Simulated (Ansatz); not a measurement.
Working through a rigid scan of one bond angle of FGe2H5O, SMILES [OH][GeH2][GeH2][F]

Computed with the Python package of Ansatz (0.2.0).

At the Python prompt:
```pycon
>>> import ansatz as az
>>> from ase import Atoms
>>> BASIS = "def2-SVP"
>>> FUNCTIONAL = "CAM-B3LYP"
>>> FORCE_TOL = 0.02
>>> atoms = Atoms(["O", "Ge", "Ge", "F", "H", "H", "H", "H", "H"], positions=[
...     [-0.1964, 2.0082, -0.6891],
...     [0.6009, 0.8188, 0.279],
...     [-0.3525, -1.3365, -0.1922],
...     [0.5848, -2.5357, 0.7843],
...     [-1.1896, 1.9779, -0.4365],
...     [0.4301, 1.1641, 1.7837],
...     [2.139, 0.8263, -0.076],
...     [-1.7899, -1.3205, 0.1704],
...     [-0.1379, -1.6489, -1.6407],
... ])
>>> # start the scan from a relaxed geometry
>>> first = (
...     az.Crystal.molecule_from_ase(atoms).calculation()
...     .basis(gaussian=BASIS)
...     .functional(FUNCTIONAL)
...     .relax(force_tolerance=FORCE_TOL, max_steps=80)
... )
>>> atoms.positions = first.run(threads=1).report["positions_ang"]
>>> rows = []
>>> for angle in [85, 95, 105, 115, 125, 140, 160]:
...     bent = atoms.copy()
...     bent.set_angle(1, 0, 4, angle, indices=[4])
...     job = (
...         az.Crystal.molecule_from_ase(bent).calculation()
...         .basis(gaussian=BASIS)
...         .functional(FUNCTIONAL)
...     )
...     rows.append((angle, job.run(threads=1).report["free_energy_ev"]))
...
>>> floor = min(e for _, e in rows)
>>> for angle, e in rows:
...     print(f"angle Ge1-O0-H4 = {angle:3d} deg   {1000 * (e - floor):9.1f} meV")
...
angle Ge1-O0-H4 =  85 deg       425.0 meV
angle Ge1-O0-H4 =  95 deg       165.1 meV
angle Ge1-O0-H4 = 105 deg        33.2 meV
angle Ge1-O0-H4 = 115 deg         0.0 meV
angle Ge1-O0-H4 = 125 deg        40.4 meV
angle Ge1-O0-H4 = 140 deg       187.1 meV
angle Ge1-O0-H4 = 160 deg       418.1 meV
```

Notes:
- The settings weren't tested for convergence.
- The scan is rigid, and the energies are electronic, in a modest basis. The zero is the lowest point of the grid, which needn't be the minimum.
- Timing: 120 s on 1 thread of Arm Neoverse V2, on a shared host, peak memory 0.44 GiB.
